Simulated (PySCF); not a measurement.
# CH10N2OSi4: magnetic properties

What do calculations give for the magnetic properties of CH10N2OSi4 (`N#C[SiH2]N[SiH2][Si@H](O)[SiH3]`)?

Computed with PySCF 2.14.0 and routines of our own; the level stands in each step. Atoms count from 0.

## 1. The system as given

18 atoms, charge 0, multiplicity 1; geometry from: GFN2-xTB.

## 2. Magnetic properties: GIAO HF/pcSseg-1

The job: settings as JSON, then the geometry in Å.

```
{"job": {"kind": "mag", "xc": "HF", "basis": "pcSseg-1", "isotopologues": 2}, "charge": 0, "multiplicity": 1}
N     -0.823820    -3.106843     0.535002
C     -1.638880    -2.300009     0.567931
Si    -2.819861    -0.843934     0.632305
N     -1.835136     0.530231     0.934308
Si    -0.641018     1.318941    -0.093676
Si     1.150526    -0.029479    -0.700771
O      1.448366    -1.245172     0.339747
Si     3.215091     1.005979    -0.749520
H     -3.465651    -0.810570    -0.679400
H     -3.715917    -1.052142     1.766372
H     -1.997543     0.987337     1.815850
H     -1.408462     1.827175    -1.244156
H     -0.295764     2.496957     0.718286
H      0.801178    -0.638936    -2.008424
H      0.872497    -2.000652     0.476624
H      3.551577     1.695429     0.502063
H      4.354098     0.129036    -1.034376
H      3.239962     2.042970    -1.789822
```

Level: GIAO HF/pcSseg-1 magnetisability, rotational g tensor and spin-rotation constants, non-relativistic, gas phase.

Command:

```console
$ OMP_NUM_THREADS=1 python excited_run.py task.json out
```

One launch serves the whole session: the jobs run in the order shown.

What it wrote:

```text
final grid: 145824 points
cycle   1  E = -1382.9956951322  dE =  6.309e-01  |g| = 7.425e-01  |ddm| = 3.825e+00
cycle   2  E = -1383.1124579248  dE = -1.168e-01  |g| = 4.960e-01  |ddm| = 9.500e-01
cycle   3  E = -1383.1609600179  dE = -4.850e-02  |g| = 1.002e-01  |ddm| = 3.819e-01
cycle   4  E = -1383.1643697486  dE = -3.410e-03  |g| = 4.356e-02  |ddm| = 1.389e-01
cycle   5  E = -1383.1648180547  dE = -4.483e-04  |g| = 8.892e-03  |ddm| = 4.289e-02
cycle   6  E = -1383.1648509857  dE = -3.293e-05  |g| = 2.833e-03  |ddm| = 1.489e-02
cycle   7  E = -1383.1648546813  dE = -3.696e-06  |g| = 8.574e-04  |ddm| = 5.418e-03
cycle   8  E = -1383.1648551733  dE = -4.921e-07  |g| = 3.258e-04  |ddm| = 1.682e-03
cycle   9  E = -1383.1648552895  dE = -1.162e-07  |g| = 1.802e-04  |ddm| = 5.776e-04
cycle  10  E = -1383.1648553313  dE = -4.181e-08  |g| = 8.892e-05  |ddm| = 3.435e-04
cycle  11  E = -1383.1648553438  dE = -1.250e-08  |g| = 2.738e-05  |ddm| = 2.418e-04
cycle  12  E = -1383.1648553447  dE = -8.627e-10  |g| = 8.483e-06  |ddm| = 6.888e-05
converged SCF energy = -1383.1648553447

Magnetisability tensor (1e-30 J/T^2)
    -1613.05       44.82       30.18
       44.82    -1704.41      101.86
       30.18      101.86    -1569.18
isotropic -1628.88   principal values   -1763.56  -1628.26  -1494.82
isotropic susceptibility -98.093 1e-6 cm^3/mol

Inertial axes            a          b          c
rot. const./GHz      1.6817     0.5573     0.4393
chi total           -97.801   -104.047    -92.431
chi diamagnetic    -870.439  -2269.009  -2814.893
chi paramagnetic    772.638   2164.962   2722.461
quadrupole/D A        8.237    -10.905      2.669
g nuclear            0.5662     0.5568     0.5498
g electronic        -0.6104    -0.5668    -0.5618
g total             -0.0443    -0.0101    -0.0120

Spin-rotation constants (kHz, H = +C I.J)
atom  isotope        aa         bb         cc
  0    14N        0.387      0.032      0.115
  3    14N        0.045      0.010      0.007
  8     1H       -0.145     -0.054      0.014
  9     1H       -0.014     -0.056     -0.020
 10     1H       -0.183     -0.060     -0.017
 11     1H       -0.152     -0.028     -0.001
 12     1H       -0.140     -0.018     -0.013
 13     1H       -0.130     -0.047      0.015
 14     1H       -0.048     -0.031     -0.052
 15     1H       -0.142     -0.051      0.006
 16     1H       -0.079     -0.006     -0.044
 17     1H       -0.107     -0.026     -0.026
  1    13C*       0.649      0.047      0.212
  2   29Si*      -0.812     -0.300     -0.222
  4   29Si*      -0.811     -0.294     -0.251
  5   29Si*      -0.938     -0.294     -0.246
  6    17O*      -0.011     -0.035     -0.031
  7   29Si*      -0.762     -0.252     -0.207
* in the singly substituted isotopologue

Isotopologues: g along a, b, c
2H    at 8,9,10,11,12,1    -0.0396    -0.0091    -0.0110
15N   at 0                 -0.0433    -0.0101    -0.0119
```

Wall time 30 s (1 thread of Arm Neoverse V1, shared host); peak memory 0.91 GiB.

Key values:

| quantity | value |
| --- | --- |
| magnetisability | -1629·10⁻³⁰ J/T² |
| molar susceptibility | -98.1·10⁻⁶ cm³/mol |
| rotational g (a, b, c) | -0.0443, -0.0101, -0.0120 |

## 3. Magnetic properties: GIAO KT3/pcSseg-1

Settings changed since step 2:

```diff
@@ -1,2 +1,2 @@
-{"job": {"kind": "mag", "xc": "HF", "basis": "pcSseg-1", "isotopologues": 2}, "charge": 0, "multiplicity": 1}
+{"job": {"kind": "mag", "xc": "KT3", "basis": "pcSseg-1"}, "charge": 0, "multiplicity": 1}
 N     -0.823820    -3.106843     0.535002
```

With the program's defaults for keys left out, this is: GIAO KT3/pcSseg-1 magnetisability, rotational g tensor and spin-rotation constants, non-relativistic, gas phase.

What it wrote:

```text
coarse grid: 16992 points
cycle   1  E = -1399.0056682583  dE =  6.315e-01  |g| = 1.051e+00  |ddm| = 3.972e+00
cycle   2  E = -1397.6068564182  dE =  1.399e+00  |g| = 2.625e+00  |ddm| = 5.593e+00
cycle   3  E = -1399.1956632064  dE = -1.589e+00  |g| = 3.338e-01  |ddm| = 5.206e+00
cycle   4  E = -1399.2027825285  dE = -7.119e-03  |g| = 3.251e-01  |ddm| = 6.122e-01
cycle   5  E = -1399.2227246582  dE = -1.994e-02  |g| = 1.346e-01  |ddm| = 2.800e-01
cycle   6  E = -1399.2264902253  dE = -3.766e-03  |g| = 4.446e-02  |ddm| = 1.289e-01
cycle   7  E = -1399.2269319255  dE = -4.417e-04  |g| = 9.860e-03  |ddm| = 4.371e-02
cycle   8  E = -1399.2269551901  dE = -2.326e-05  |g| = 2.000e-03  |ddm| = 1.316e-02
cycle   9  E = -1399.2269562570  dE = -1.067e-06  |g| = 4.127e-04  |ddm| = 2.775e-03
final grid: 145824 points
cycle  10  E = -1399.3208411615  dE = -2.255e-04  |g| = 2.597e-02  |ddm| = 4.808e-02
cycle  11  E = -1399.3206275118  dE =  2.136e-04  |g| = 3.882e-02  |ddm| = 5.250e-02
cycle  12  E = -1399.3208791238  dE = -2.516e-04  |g| = 1.406e-02  |ddm| = 4.540e-02
cycle  13  E = -1399.3209102532  dE = -3.113e-05  |g| = 7.176e-03  |ddm| = 1.152e-02
cycle  14  E = -1399.3209215403  dE = -1.129e-05  |g| = 6.865e-04  |ddm| = 4.920e-03
cycle  15  E = -1399.3209216800  dE = -1.397e-07  |g| = 6.298e-05  |ddm| = 9.136e-04
cycle  16  E = -1399.3209216808  dE = -8.358e-10  |g| = 3.325e-05  |ddm| = 1.152e-04
cycle  17  E = -1399.3209216811  dE = -2.369e-10  |g| = 1.210e-05  |ddm| = 4.274e-05
converged SCF energy = -1399.3209216811

Magnetisability tensor (1e-30 J/T^2)
    -1544.23       45.85       31.77
       45.85    -1644.31       99.94
       31.77       99.94    -1495.65
isotropic -1561.39   principal values   -1699.42  -1559.89  -1424.87
isotropic susceptibility -94.029 1e-6 cm^3/mol

Inertial axes            a          b          c
rot. const./GHz      1.6817     0.5573     0.4393
chi total           -93.686   -100.391    -88.010
chi diamagnetic    -863.844  -2263.676  -2808.354
chi paramagnetic    770.158   2163.285   2720.343
quadrupole/D A        7.491     -9.509      2.018
g nuclear            0.5662     0.5568     0.5498
g electronic        -0.6085    -0.5664    -0.5614
g total             -0.0423    -0.0096    -0.0116

Spin-rotation constants (kHz, H = +C I.J)
atom  isotope        aa         bb         cc
  0    14N        0.348      0.032      0.103
  3    14N        0.056      0.014      0.012
  8     1H       -0.136     -0.051      0.017
  9     1H       -0.004     -0.053     -0.018
 10     1H       -0.186     -0.058     -0.012
 11     1H       -0.143     -0.025      0.003
 12     1H       -0.133     -0.015     -0.010
 13     1H       -0.116     -0.041      0.019
 14     1H       -0.041     -0.033     -0.058
 15     1H       -0.139     -0.049      0.008
 16     1H       -0.075     -0.004     -0.043
 17     1H       -0.103     -0.023     -0.024
  1    13C*       0.606      0.050      0.198
  2   29Si*      -0.857     -0.312     -0.239
  4   29Si*      -0.842     -0.317     -0.269
  5   29Si*      -1.007     -0.311     -0.264
  6    17O*      -0.030     -0.049     -0.046
  7   29Si*      -0.795     -0.265     -0.216
* in the singly substituted isotopologue
```

It took 62 s on 1 thread of Arm Neoverse V1, shared host; peak memory 0.83 GiB.

From this job:

```
              quantity                      value
       magnetisability           -1561·10⁻³⁰ J/T²
  molar susceptibility         -94.0·10⁻⁶ cm³/mol
rotational g (a, b, c)  -0.0423, -0.0096, -0.0116
```

## 4. Magnetic properties side by side

```
            level  ξ (10⁻³⁰ J/T²)     g(a)     g(b)  gap (eV)  functions  time
 GIAO HF/pcSseg-1           -1629  -0.0443  -0.0101     12.08        214  30 s
GIAO KT3/pcSseg-1           -1561  -0.0423  -0.0096      4.03        214  62 s
```

## 5. Summary of results

| quantity | value |
| --- | --- |
| magnetisability (step 2, GIAO HF/pcSseg-1) | -1629·10⁻³⁰ J/T² |
| molar susceptibility (step 2, GIAO HF/pcSseg-1) | -98.1·10⁻⁶ cm³/mol |
| rotational g (a, b, c) (step 2, GIAO HF/pcSseg-1) | -0.0443, -0.0101, -0.0120 |
| magnetisability over the levels | -1629 to -1561·10⁻³⁰ J/T² |

In words: The magnetisability spreads by 4.2 % over 2 levels, from GIAO HF/pcSseg-1 (30 s) to GIAO KT3/pcSseg-1 (62 s); the runs took 30 s to 62 s. Two levels can agree by chance, so this spread shows no convergence. Vibrational averaging and real surroundings are missing from these values.
